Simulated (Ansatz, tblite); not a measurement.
WSe₂: GFN1-xTB, run from Python

These are simulated results from tblite 0.8.0, not measurements. The cell began as a database structure and was relaxed with r2SCAN+rVV10 in plane waves (Ansatz 0.2.0). All runs are without spin polarisation.

Space group P6_3/mmc (No. 194), hexagonal; conventional cell a = 3.300 Å, c = 13.150 Å, 20.67 Å³ an atom. Around W lie 6 Se at 2.53 Å; around Se lie 3 W at 2.53 Å.

tblite solves periodic systems at the zone centre alone, so the script builds a cluster of 3×3×1 conventional cells (54 atoms), which folds in a coarse mesh of k points.

Input script:

```python
import json
from ase import Atoms
from ase.build import make_supercell
from ase.units import Bohr, GPa, Hartree
from tblite.interface import Calculator

atoms = Atoms(['W', 'W', 'Se', 'Se', 'Se', 'Se'],
              cell=[[3.29973623, 0.0, 0.0], [-1.64986811, 2.8576554, 0.0], [0.0, 0.0, 13.14968738]],
              scaled_positions=[[0.666666667, 0.333333333, 0.249983365], [0.333333333, 0.666666667, 0.750016635], [0.333333333, 0.666666667, 0.376638365], [0.666666667, 0.333333333, 0.876671587], [0.333333333, 0.666666667, 0.123328413], [0.666666667, 0.333333333, 0.623361635]],
              pbc=True)
cluster = make_supercell(atoms, [[3, 0, 0], [0, 3, 0], [0, 0, 1]])
calc = Calculator('GFN1-xTB', cluster.numbers, cluster.positions / Bohr, lattice=cluster.cell[:] / Bohr, periodic=cluster.pbc)
calc.set('temperature', 0.02 / Hartree)
calc.set('max-iter', 150)
res = calc.singlepoint()
levels = res.get('orbital-energies') * Hartree
nv = round(res.get('orbital-occupations').sum() / 2)
cells = len(cluster) // len(atoms)
out = {'energy_per_cell': res.get('energy') * Hartree / cells, 'homo': levels[nv - 1], 'lumo': levels[nv],
       'stress': (-res.get('virial') * Hartree / cluster.get_volume() / GPa).tolist(), 'charges': res.get('charges')[:len(atoms)].tolist(), 'electrons': 2 * nv / cells}
json.dump(out, open('results.json', 'w'))
for key, value in out.items():
    print(key, value)
```

Command: `python run.py`. It took 3.5 s on 1 thread of Arm Neoverse V1, with other jobs on the host, peak memory 0.12 GiB.

The log:

```
------------------------------------------------------------
  cycle        total energy    energy error   density error
------------------------------------------------------------
      1     -164.4312824167  -1.6428307E+02   7.0859894E-01
      2     -164.4256301442   5.6522725E-03   4.3400468E-01
      3     -164.0812231752   3.4440697E-01   1.5306500E-01
      4     -164.4369557148  -3.5573254E-01   2.1257178E-02
      5     -164.4388987792  -1.9430644E-03   8.9441730E-03
      6     -164.4360606842   2.8380950E-03   7.1357212E-03
      7     -164.4398744844  -3.8138002E-03   8.7745322E-05
      8     -164.4398745476  -6.3147212E-08   2.4653229E-05
      9     -164.4398745485  -9.5468522E-10   1.6065861E-05
------------------------------------------------------------

 total:                                   2.901 sec
energy_per_cell -497.18187823754243
homo -7.960954330116991
lumo -5.972461518505337
stress [[-1.3336213740989125, -7.666259830529777e-05, 2.345450220779752e-07], [-7.666259830515018e-05, -1.3337096709976057, -1.3541486719900202e-07], [2.3454502218349112e-07, -1.3541486767097103e-07, -3.9019823192238157]]
charges [0.13654813064006133, 0.13654813063986038, -0.06825960174657354, -0.06825936668419028, -0.06825936668421688, -0.06825960174633913]
electrons 36.0
```

The cycle table is in hartree for the whole cluster, and the lines after it are in eV (the energy for one cell). The printed stress is in GPa and positive in compression, and the pressure is its mean diagonal.

GFN1-xTB gives a gap of 1.99 eV. On the same cell, plane-wave PBE (Ansatz, 12×12×2 k points and the special points) gives a gap of 1.02 eV and r2SCAN a gap of 1.14 eV; on shared hosts these took about 15 and 39 core-seconds on the 6-atom cell, against 3.5 for the script. Spin-orbit coupling, left out in all these runs, can cut or reorder the gap by tenths of an eV, up to about 1 eV with Pb or Bi. xTB was fitted to molecules, so gaps, charges and pressures of solids can be far off, and the gap also depends on the size of the cluster.

The same script was run on cells scaled at fixed shape and fractional coordinates:

```json
{"volume (Å³/atom)": "18.19", "energy (meV/atom)": "103.0", "pressure (GPa, positive in compression)": "18.37", "gap (eV)": "2.50"}
{"volume (Å³/atom)": "19.43", "energy (meV/atom)": "12.4", "pressure (GPa, positive in compression)": "5.95", "gap (eV)": "2.22"}
{"volume (Å³/atom)": "20.67", "energy (meV/atom)": "0.0", "pressure (GPa, positive in compression)": "-2.19", "gap (eV)": "1.99"}
{"volume (Å³/atom)": "21.91", "energy (meV/atom)": "39.5", "pressure (GPa, positive in compression)": "-7.66", "gap (eV)": "1.79"}
{"volume (Å³/atom)": "23.15", "energy (meV/atom)": "114.2", "pressure (GPa, positive in compression)": "-11.38", "gap (eV)": "1.62"}
```

A Birch-Murnaghan fit puts the minimum at 20.28 Å³/atom, 1.9 % below the given cell, with a bulk modulus of 124 GPa at fixed shape.

xTB was fitted mostly to molecules, and a small cluster samples few k points, so gaps, pressures and kinks along a curve can be far from a solid's.

Spin-orbit coupling is left out, which matters wherever the heavy atoms make up the band edges.
